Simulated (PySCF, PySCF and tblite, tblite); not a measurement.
# C7H16Si: conformers and averaged spectra, part 2 of 3

PySCF and tblite. Atoms count from 0. The steps go on from the part before.

## 10. DFT optimisation, start 4: PBE0-D3(BJ)/def2-SVP

What the job is given:

```
{"job": {"kind": "geom", "xc": "PBE0", "basis": "def2-SVP", "d3": "d3bj", "grid": 1, "maxiter": 40}, "charge": 0, "multiplicity": 1}
C      2.333970    -0.329841    -0.914782
C      2.243195    -0.185365     0.601065
Si     0.477688     0.064229     1.290557
C     -0.691699    -1.377545     0.857561
C     -1.380863    -1.180979    -0.491939
C     -2.084203     0.169784    -0.603634
C     -1.111336     1.341361    -0.716161
C     -0.371350     1.621124     0.591113
H      3.367949    -0.468188    -1.228678
H      1.948557     0.558095    -1.410442
H      1.761898    -1.189907    -1.254783
H      2.679788    -1.071216     1.065336
H      2.864163     0.656606     0.911427
H      0.592743     0.182153     2.757776
H     -1.459579    -1.456237     1.629067
H     -0.161280    -2.330791     0.854095
H     -0.648525    -1.264469    -1.298074
H     -2.117152    -1.977096    -0.639329
H     -2.727128     0.316001     0.267867
H     -2.724132     0.159428    -1.490281
H     -0.392786     1.127504    -1.510591
H     -1.667008     2.235996    -1.013856
H      0.346649     2.426810     0.431750
H     -1.091294     1.992309     1.322493
```

Log:

```text
step      E/eV     max force
  0    -15378.98800   0.7193
  1    -15379.07654   0.2411
  2    -15379.07882   0.0546
  3    -15379.07996   0.0394
  4    -15379.08009   0.0222
```

Run time: 1.7 min. Hardware: 1 thread of Arm Neoverse V2, shared host; peak memory 0.9 GiB.

Gain 0.092 eV; displacement 0.08 Å root mean square.

## 11. DFT optimisation, start 5: PBE0-D3(BJ)/def2-SVP

What the job is given:

```
{"job": {"kind": "geom", "xc": "PBE0", "basis": "def2-SVP", "d3": "d3bj", "grid": 1, "maxiter": 40}, "charge": 0, "multiplicity": 1}
C      3.265166     0.431475    -0.341414
C      2.148199    -0.604099    -0.370826
Si     0.662333    -0.108332     0.713243
C     -0.681358    -1.456815     0.723347
C     -2.023901    -0.778344     0.981512
C     -2.494905     0.100370    -0.183703
C     -1.383982     0.839268    -0.936976
C     -0.287179     1.375893    -0.017853
H      2.909136     1.391021    -0.708395
H      4.104227     0.120109    -0.961744
H      3.626398     0.572921     0.674114
H      1.829702    -0.750719    -1.404453
H      2.545656    -1.561581    -0.032289
H      1.108214     0.185885     2.088036
H     -0.498882    -2.195377     1.503543
H     -0.724445    -2.003909    -0.218886
H     -2.795766    -1.527281     1.179796
H     -1.932785    -0.168449     1.882881
H     -3.207479     0.829619     0.210086
H     -3.035468    -0.518517    -0.904642
H     -0.931752     0.165107    -1.668124
H     -1.839320     1.659277    -1.499568
H      0.365630     2.036784    -0.588642
H     -0.739172     1.985460     0.764466
```

Log:

```text
step      E/eV     max force
  0    -15378.86291   1.0140
  1    -15378.94626   0.2441
  2    -15378.95162   0.0617
  3    -15378.95224   0.0156
```

It took 81 s on 1 thread of Arm Neoverse V2, shared host; peak memory 0.89 GiB.

Gain 0.089 eV; displacement 0.05 Å root mean square.

## 12. Shieldings, conformer 1: PBE0/pcSseg-1

What the job is given:

```
{"job": {"xc": "PBE0", "basis": "pcSseg-1", "kind": "nmr", "pop": true}, "charge": 0, "multiplicity": 1}
C      3.293553     0.026152    -0.683885
C      2.312056    -0.707960     0.226264
Si     0.636288     0.139946     0.406168
C     -0.572679    -0.841004     1.473577
C     -2.003193    -0.310327     1.317498
C     -2.494973    -0.269438    -0.129964
C     -1.732746     0.699317    -1.035179
C     -0.260546     0.325477    -1.245565
H      2.900427     0.124630    -1.708348
H      4.260312    -0.497014    -0.755686
H      3.499384     1.044642    -0.317681
H      2.129815    -1.730961    -0.148858
H      2.742327    -0.833157     1.235530
H      0.836001     1.503688     1.007502
H     -0.264824    -0.833384     2.532063
H     -0.531027    -1.896789     1.148512
H     -2.698056    -0.923738     1.916355
H     -2.065339     0.709241     1.740203
H     -3.562915     0.003515    -0.135521
H     -2.439984    -1.286573    -0.560370
H     -2.247318     0.761585    -2.009429
H     -1.795538     1.713194    -0.599025
H     -0.194653    -0.643345    -1.774455
H      0.241891     1.063286    -1.892153
```

Log:

```text
coarse grid: 19152 points
cycle   1  E = -565.2653356655  dE =  5.293e-01  |g| = 5.198e-01  |ddm| = 4.181e+00
cycle   2  E = -565.2395216948  dE =  2.581e-02  |g| = 6.161e-01  |ddm| = 1.018e+00
cycle   3  E = -565.3389985134  dE = -9.948e-02  |g| = 4.313e-02  |ddm| = 5.851e-01
cycle   4  E = -565.3393537567  dE = -3.552e-04  |g| = 1.904e-02  |ddm| = 6.637e-02
cycle   5  E = -565.3394354210  dE = -8.166e-05  |g| = 6.499e-03  |ddm| = 2.375e-02
cycle   6  E = -565.3394462245  dE = -1.080e-05  |g| = 9.605e-04  |ddm| = 6.584e-03
cycle   7  E = -565.3394464688  dE = -2.443e-07  |g| = 1.955e-04  |ddm| = 1.344e-03
final grid: 176336 points
cycle   8  E = -565.3875985641  dE = -4.836e-05  |g| = 9.576e-03  |ddm| = 3.456e-02
cycle   9  E = -565.3875865747  dE =  1.199e-05  |g| = 1.184e-02  |ddm| = 1.836e-02
cycle  10  E = -565.3876227571  dE = -3.618e-05  |g| = 5.541e-04  |ddm| = 1.037e-02
cycle  11  E = -565.3876228183  dE = -6.124e-08  |g| = 2.193e-04  |ddm| = 7.908e-04
cycle  12  E = -565.3876228300  dE = -1.170e-08  |g| = 5.772e-05  |ddm| = 2.510e-04
cycle  13  E = -565.3876228308  dE = -8.315e-10  |g| = 1.167e-05  |ddm| = 6.898e-05
converged SCF energy = -565.3876228308

GIAO shielding tensors (ppm)
atom      isotropic    diamagn.    paramagn.     s11        s22        s33       span
  0 C      174.821     244.364     -69.543    167.571    170.454    186.440     18.868
  1 C      176.282     255.216     -78.934    171.004    174.622    183.220     12.216
  2 Si     365.233     882.440    -517.207    343.641    361.657    390.401     46.760
  3 C      171.646     254.357     -82.711    157.554    173.618    183.764     26.210
  4 C      157.065     245.827     -88.762    150.942    154.004    166.249     15.306
  5 C      152.664     246.540     -93.877    148.464    153.832    155.696      7.231
  6 C      157.137     245.803     -88.666    150.971    154.209    166.231     15.260
  7 C      173.034     254.521     -81.487    157.570    176.218    185.315     27.746
  8 H       30.416      29.593       0.823     25.127     30.391     35.730     10.603
  9 H       30.005      26.031       3.975     24.736     27.198     38.082     13.345
 10 H       30.406      28.522       1.884     25.894     28.576     36.748     10.854
 11 H       30.943      32.778      -1.835     26.315     30.286     36.228      9.914
 12 H       30.709      31.259      -0.550     25.433     29.844     36.850     11.417
 13 H       27.266      31.158      -3.892     24.253     25.925     31.620      7.367
 14 H       30.492      31.374      -0.881     25.422     28.664     37.391     11.969
 15 H       30.957      32.719      -1.762     27.078     29.808     35.985      8.906
 16 H       29.354      28.669       0.685     23.526     27.784     36.752     13.226
 17 H       29.997      30.286      -0.289     26.396     28.167     35.428      9.032
 18 H       29.696      28.350       1.346     24.395     27.908     36.787     12.392
 19 H       30.263      30.525      -0.262     27.025     28.405     35.358      8.332
 20 H       29.312      29.296       0.017     23.418     27.868     36.651     13.233
 21 H       30.007      30.642      -0.635     26.317     28.257     35.447      9.130
 22 H       31.037      33.215      -2.177     26.943     30.087     36.082      9.139
 23 H       30.336      32.345      -2.009     24.880     29.250     36.877     11.996
```

Run time: 44 s. Hardware: 1 thread of Arm Neoverse V2, shared host; peak memory 1.1 GiB.

This run: HOMO -7.58 eV, LUMO 1.34 eV; dipole 0.58 D.

## 13. Single-point energy, conformer 1: PBE0/def2-SVPD

Changed since step 12:

```diff
@@ -1,2 +1,2 @@
-{"job": {"xc": "PBE0", "basis": "pcSseg-1", "kind": "nmr", "pop": true}, "charge": 0, "multiplicity": 1}
+{"job": {"xc": "PBE0", "basis": "def2-SVPD", "kind": "sp"}, "charge": 0, "multiplicity": 1}
 C      3.293553     0.026152    -0.683885
```

Log:

```text
coarse grid: 19152 points
cycle   1  E = -565.0182715883  dE =  4.595e-01  |g| = 4.988e-01  |ddm| = 6.388e+00
cycle   2  E = -564.9927238868  dE =  2.555e-02  |g| = 5.954e-01  |ddm| = 1.546e+00
cycle   3  E = -565.0882129106  dE = -9.549e-02  |g| = 4.522e-02  |ddm| = 7.572e-01
cycle   4  E = -565.0886321975  dE = -4.193e-04  |g| = 2.139e-02  |ddm| = 1.463e-01
cycle   5  E = -565.0887451931  dE = -1.130e-04  |g| = 6.389e-03  |ddm| = 4.370e-02
cycle   6  E = -565.0887559415  dE = -1.075e-05  |g| = 1.044e-03  |ddm| = 1.115e-02
cycle   7  E = -565.0887562475  dE = -3.060e-07  |g| = 2.171e-04  |ddm| = 2.645e-03
final grid: 176336 points
cycle   8  E = -565.1663420775  dE = -5.743e-05  |g| = 9.232e-03  |ddm| = 1.646e-01
cycle   9  E = -565.1663308905  dE =  1.119e-05  |g| = 1.134e-02  |ddm| = 2.715e-02
cycle  10  E = -565.1663649747  dE = -3.408e-05  |g| = 6.353e-04  |ddm| = 1.425e-02
cycle  11  E = -565.1663650704  dE = -9.565e-08  |g| = 2.048e-04  |ddm| = 1.957e-03
cycle  12  E = -565.1663650807  dE = -1.035e-08  |g| = 6.881e-05  |ddm| = 3.878e-04
cycle  13  E = -565.1663650820  dE = -1.255e-09  |g| = 1.200e-05  |ddm| = 1.497e-04
cycle  14  E = -565.1663650820  dE = -4.138e-11  |g| = 2.440e-06  |ddm| = 3.277e-05
converged SCF energy = -565.1663650820
```

Run time: 34 s. Hardware: 1 thread of Arm Neoverse V2, shared host; peak memory 1.1 GiB.

In short: HOMO -7.53 eV, LUMO 0.73 eV; dipole 0.62 D.

## 14. Shieldings, conformer 2: PBE0/pcSseg-1

What the job is given:

```
{"job": {"xc": "PBE0", "basis": "pcSseg-1", "kind": "nmr", "pop": false}, "charge": 0, "multiplicity": 1}
C      2.901457     0.900232     0.560110
C      1.907223     0.513013    -0.531112
Si     0.723732    -0.882390    -0.054720
C     -0.516940    -1.222737    -1.438424
C     -1.588461    -0.126629    -1.498073
C     -2.325960     0.091980    -0.176043
C     -1.449054     0.605269     0.967333
C     -0.363894    -0.384892     1.408877
H      3.582353     1.702213     0.233473
H      3.525993     0.043280     0.859508
H      2.389776     1.259498     1.467405
H      1.304042     1.388553    -0.829104
H      2.442264     0.198081    -1.444480
H      1.532892    -2.105370     0.266777
H     -0.995940    -2.197899    -1.237014
H     -0.007122    -1.327272    -2.410760
H     -1.126344     0.829142    -1.807019
H     -2.324393    -0.366224    -2.284562
H     -2.802481    -0.857262     0.133151
H     -3.150867     0.804720    -0.341479
H     -0.979922     1.556140     0.653742
H     -2.092666     0.862960     1.825791
H      0.239043     0.033692     2.231553
H     -0.836463    -1.298333     1.812121
```

Log:

```text
coarse grid: 19152 points
cycle   1  E = -565.2626965368  dE =  5.293e-01  |g| = 5.239e-01  |ddm| = 4.185e+00
cycle   2  E = -565.2318787146  dE =  3.082e-02  |g| = 6.339e-01  |ddm| = 1.027e+00
cycle   3  E = -565.3373154504  dE = -1.054e-01  |g| = 4.671e-02  |ddm| = 6.040e-01
cycle   4  E = -565.3377616635  dE = -4.462e-04  |g| = 1.855e-02  |ddm| = 7.181e-02
cycle   5  E = -565.3378383333  dE = -7.667e-05  |g| = 6.115e-03  |ddm| = 2.347e-02
cycle   6  E = -565.3378477422  dE = -9.409e-06  |g| = 1.002e-03  |ddm| = 6.031e-03
final grid: 176336 points
cycle   7  E = -565.3869805884  dE = -4.325e-05  |g| = 9.750e-03  |ddm| = 3.085e-02
cycle   8  E = -565.3869670247  dE =  1.356e-05  |g| = 1.220e-02  |ddm| = 1.890e-02
cycle   9  E = -565.3870056232  dE = -3.860e-05  |g| = 5.359e-04  |ddm| = 1.067e-02
cycle  10  E = -565.3870056820  dE = -5.877e-08  |g| = 1.915e-04  |ddm| = 8.146e-04
cycle  11  E = -565.3870056906  dE = -8.605e-09  |g| = 5.215e-05  |ddm| = 2.161e-04
cycle  12  E = -565.3870056912  dE = -6.564e-10  |g| = 1.251e-05  |ddm| = 5.994e-05
converged SCF energy = -565.3870056912

GIAO shielding tensors (ppm)
atom      isotropic    diamagn.    paramagn.     s11        s22        s33       span
  0 C      174.758     244.462     -69.704    167.980    169.651    186.643     18.663
  1 C      181.003     254.542     -73.539    168.899    180.343    193.767     24.868
  2 Si     368.584     881.444    -512.860    340.305    365.865    399.580     59.274
  3 C      172.416     253.283     -80.868    159.221    177.955    180.072     20.850
  4 C      157.889     246.375     -88.486    150.455    155.687    167.524     17.069
  5 C      152.411     246.472     -94.061    148.552    153.381    155.299      6.747
  6 C      158.559     246.666     -88.107    150.564    155.903    169.210     18.646
  7 C      175.491     253.215     -77.724    157.749    179.661    189.063     31.315
  8 H       29.945      26.698       3.246     24.690     27.193     37.951     13.261
  9 H       30.385      27.993       2.392     25.810     28.263     37.082     11.273
 10 H       30.377      29.887       0.490     25.002     30.262     35.867     10.865
 11 H       30.414      33.594      -3.180     25.666     30.305     35.271      9.605
 12 H       30.879      31.222      -0.342     25.159     29.948     37.531     12.372
 13 H       27.286      30.336      -3.050     23.750     25.404     32.705      8.954
 14 H       30.677      31.273      -0.596     26.879     28.246     36.905     10.026
 15 H       30.623      31.194      -0.571     26.438     27.894     37.536     11.097
 16 H       30.035      31.423      -1.388     26.721     28.783     34.599      7.877
 17 H       29.404      29.061       0.343     23.642     27.703     36.868     13.225
 18 H       30.184      30.303      -0.119     26.533     28.451     35.567      9.034
 19 H       29.708      29.040       0.668     24.458     27.865     36.800     12.342
 20 H       30.042      31.952      -1.910     26.462     29.135     34.528      8.066
 21 H       29.412      29.784      -0.372     23.618     27.808     36.809     13.191
 22 H       30.433      32.048      -1.615     26.062     28.211     37.026     10.965
 23 H       30.796      31.712      -0.916     26.883     28.327     37.178     10.295
```

Run time: 44 s. Hardware: 1 thread of Arm Neoverse V2, shared host; peak memory 1.1 GiB.

In short: HOMO -7.60 eV, LUMO 1.12 eV; dipole 0.58 D.

## 15. Single-point energy, conformer 2: PBE0/def2-SVPD

Changed since step 14:

```diff
@@ -1,2 +1,2 @@
-{"job": {"xc": "PBE0", "basis": "pcSseg-1", "kind": "nmr", "pop": false}, "charge": 0, "multiplicity": 1}
+{"job": {"xc": "PBE0", "basis": "def2-SVPD", "kind": "sp"}, "charge": 0, "multiplicity": 1}
 C      2.901457     0.900232     0.560110
```

Log:

```text
coarse grid: 19152 points
cycle   1  E = -565.0157788769  dE =  4.592e-01  |g| = 5.024e-01  |ddm| = 6.367e+00
cycle   2  E = -564.9852155910  dE =  3.056e-02  |g| = 6.130e-01  |ddm| = 1.477e+00
cycle   3  E = -565.0864703311  dE = -1.013e-01  |g| = 4.906e-02  |ddm| = 7.635e-01
cycle   4  E = -565.0870021400  dE = -5.318e-04  |g| = 2.093e-02  |ddm| = 1.629e-01
cycle   5  E = -565.0871097037  dE = -1.076e-04  |g| = 6.048e-03  |ddm| = 4.767e-02
cycle   6  E = -565.0871192352  dE = -9.532e-06  |g| = 1.086e-03  |ddm| = 1.179e-02
final grid: 176336 points
cycle   7  E = -565.1656664355  dE = -4.965e-05  |g| = 9.395e-03  |ddm| = 1.603e-01
cycle   8  E = -565.1656535983  dE =  1.284e-05  |g| = 1.172e-02  |ddm| = 2.739e-02
cycle   9  E = -565.1656901589  dE = -3.656e-05  |g| = 6.062e-04  |ddm| = 1.433e-02
cycle  10  E = -565.1656902493  dE = -9.040e-08  |g| = 1.888e-04  |ddm| = 2.047e-03
cycle  11  E = -565.1656902580  dE = -8.707e-09  |g| = 5.828e-05  |ddm| = 4.158e-04
cycle  12  E = -565.1656902589  dE = -8.813e-10  |g| = 1.421e-05  |ddm| = 1.325e-04
converged SCF energy = -565.1656902589
```

Wall time 30 s (1 thread of Arm Neoverse V2, shared host); peak memory 1.1 GiB.

In short: HOMO -7.55 eV, LUMO 0.60 eV; dipole 0.64 D.

## 16. Shieldings, conformer 3: PBE0/pcSseg-1

What the job is given:

```
{"job": {"xc": "PBE0", "basis": "pcSseg-1", "kind": "nmr", "pop": false}, "charge": 0, "multiplicity": 1}
C      2.796173     0.712705     0.779409
C      2.461674    -0.113921    -0.459681
Si     0.619891    -0.426743    -0.737149
C     -0.388688     1.161395    -0.901433
C     -1.891381     0.866053    -0.819290
C     -2.307045     0.116905     0.447623
C     -1.730916    -1.294341     0.571794
C     -0.203277    -1.332123     0.701478
H      2.434440     0.230078     1.701378
H      2.337707     1.713566     0.737597
H      3.881912     0.858516     0.894785
H      2.858672     0.375119    -1.366902
H      2.963411    -1.096788    -0.413294
H      0.451102    -1.242864    -1.987667
H     -0.143049     1.692504    -1.835969
H     -0.100423     1.838799    -0.076849
H     -2.463108     1.807705    -0.884199
H     -2.197684     0.269560    -1.698311
H     -3.407598     0.056586     0.480915
H     -2.008885     0.709327     1.333295
H     -2.193966    -1.796802     1.438375
H     -2.039538    -1.880735    -0.313156
H      0.099791    -0.833695     1.640402
H      0.159050    -2.371042     0.774403
```

Log:

```text
coarse grid: 19152 points
cycle   1  E = -565.2628853409  dE =  5.290e-01  |g| = 5.225e-01  |ddm| = 4.181e+00
cycle   2  E = -565.2341431498  dE =  2.874e-02  |g| = 6.271e-01  |ddm| = 1.025e+00
cycle   3  E = -565.3371303235  dE = -1.030e-01  |g| = 4.546e-02  |ddm| = 5.974e-01
cycle   4  E = -565.3375582856  dE = -4.280e-04  |g| = 1.755e-02  |ddm| = 7.116e-02
cycle   5  E = -565.3376259195  dE = -6.763e-05  |g| = 6.711e-03  |ddm| = 2.314e-02
cycle   6  E = -565.3376374576  dE = -1.154e-05  |g| = 1.022e-03  |ddm| = 6.808e-03
cycle   7  E = -565.3376377398  dE = -2.822e-07  |g| = 1.611e-04  |ddm| = 1.479e-03
final grid: 176336 points
cycle   8  E = -565.3873403215  dE = -4.836e-05  |g| = 9.987e-03  |ddm| = 3.325e-02
cycle   9  E = -565.3873269524  dE =  1.337e-05  |g| = 1.239e-02  |ddm| = 1.919e-02
cycle  10  E = -565.3873665656  dE = -3.961e-05  |g| = 6.437e-04  |ddm| = 1.086e-02
cycle  11  E = -565.3873666576  dE = -9.200e-08  |g| = 2.049e-04  |ddm| = 9.725e-04
cycle  12  E = -565.3873666673  dE = -9.740e-09  |g| = 6.825e-05  |ddm| = 2.443e-04
cycle  13  E = -565.3873666685  dE = -1.150e-09  |g| = 1.440e-05  |ddm| = 7.994e-05
cycle  14  E = -565.3873666685  dE = -4.889e-11  |g| = 1.814e-06  |ddm| = 2.020e-05
converged SCF energy = -565.3873666685

GIAO shielding tensors (ppm)
atom      isotropic    diamagn.    paramagn.     s11        s22        s33       span
  0 C      175.377     246.172     -70.795    169.954    170.644    185.532     15.578
  1 C      177.819     253.539     -75.721    173.120    178.681    181.655      8.535
  2 Si     366.666     881.836    -515.170    340.293    369.684    390.020     49.727
  3 C      174.673     254.096     -79.423    157.374    178.586    188.058     30.684
  4 C      157.081     245.872     -88.791    151.026    153.330    166.887     15.860
  5 C      152.669     246.763     -94.093    148.151    154.258    155.598      7.448
  6 C      157.071     245.852     -88.781    151.020    153.310    166.883     15.863
  7 C      174.686     254.085     -79.398    157.452    178.497    188.111     30.659
  8 H       30.457      30.493      -0.037     25.383     30.183     35.804     10.421
  9 H       30.458      30.461      -0.004     25.408     30.133     35.833     10.425
 10 H       30.038      26.737       3.302     24.672     27.296     38.147     13.475
 11 H       30.741      30.563       0.178     26.138     28.724     37.361     11.223
 12 H       30.747      30.582       0.165     26.150     28.734     37.356     11.206
 13 H       27.179      30.549      -3.370     24.016     25.495     32.027      8.011
 14 H       30.665      31.358      -0.693     25.339     28.704     37.951     12.611
 15 H       30.695      33.215      -2.520     26.523     29.925     35.638      9.115
 16 H       29.316      29.072       0.244     23.486     27.773     36.690     13.204
 17 H       29.962      30.237      -0.276     26.306     28.106     35.473      9.168
 18 H       29.701      28.511       1.190     24.407     27.898     36.798     12.391
 19 H       30.252      30.828      -0.576     27.213     28.362     35.180      7.966
 20 H       29.316      29.070       0.247     23.492     27.769     36.688     13.196
 21 H       29.959      30.232      -0.273     26.295     28.106     35.477      9.182
 22 H       30.692      33.206      -2.513     26.508     29.928     35.641      9.132
 23 H       30.666      31.356      -0.690     25.341     28.709     37.948     12.608
```

Wall time 41 s (1 thread of Arm Neoverse V2, shared host); peak memory 1.2 GiB.

This run: HOMO -7.56 eV, LUMO 1.27 eV; dipole 0.55 D.

## 17. Single-point energy, conformer 3: PBE0/def2-SVPD

Changed since step 16:

```diff
@@ -1,2 +1,2 @@
-{"job": {"xc": "PBE0", "basis": "pcSseg-1", "kind": "nmr", "pop": false}, "charge": 0, "multiplicity": 1}
+{"job": {"xc": "PBE0", "basis": "def2-SVPD", "kind": "sp"}, "charge": 0, "multiplicity": 1}
 C      2.796173     0.712705     0.779409
```

Log:

```text
coarse grid: 19152 points
cycle   1  E = -565.0159643076  dE =  4.591e-01  |g| = 5.011e-01  |ddm| = 6.428e+00
cycle   2  E = -564.9874221965  dE =  2.854e-02  |g| = 6.064e-01  |ddm| = 1.510e+00
cycle   3  E = -565.0863555081  dE = -9.893e-02  |g| = 4.770e-02  |ddm| = 7.612e-01
cycle   4  E = -565.0868643211  dE = -5.088e-04  |g| = 1.988e-02  |ddm| = 1.572e-01
cycle   5  E = -565.0869614603  dE = -9.714e-05  |g| = 6.567e-03  |ddm| = 4.501e-02
cycle   6  E = -565.0869728311  dE = -1.137e-05  |g| = 1.125e-03  |ddm| = 1.047e-02
cycle   7  E = -565.0869731904  dE = -3.594e-07  |g| = 1.921e-04  |ddm| = 2.903e-03
final grid: 176336 points
cycle   8  E = -565.1661427920  dE = -6.088e-05  |g| = 9.638e-03  |ddm| = 1.658e-01
cycle   9  E = -565.1661307581  dE =  1.203e-05  |g| = 1.181e-02  |ddm| = 2.933e-02
cycle  10  E = -565.1661676513  dE = -3.689e-05  |g| = 7.625e-04  |ddm| = 1.465e-02
cycle  11  E = -565.1661678013  dE = -1.499e-07  |g| = 1.950e-04  |ddm| = 2.363e-03
cycle  12  E = -565.1661678102  dE = -8.952e-09  |g| = 8.127e-05  |ddm| = 4.138e-04
cycle  13  E = -565.1661678120  dE = -1.728e-09  |g| = 1.515e-05  |ddm| = 1.553e-04
cycle  14  E = -565.1661678120  dE = -6.548e-11  |g| = 2.118e-06  |ddm| = 4.137e-05
converged SCF energy = -565.1661678120
```

Wall time 34 s (1 thread of Arm Neoverse V2, shared host); peak memory 1.2 GiB.

In short: HOMO -7.51 eV, LUMO 0.66 eV; dipole 0.56 D.

(Continued in part 3 of 3.)
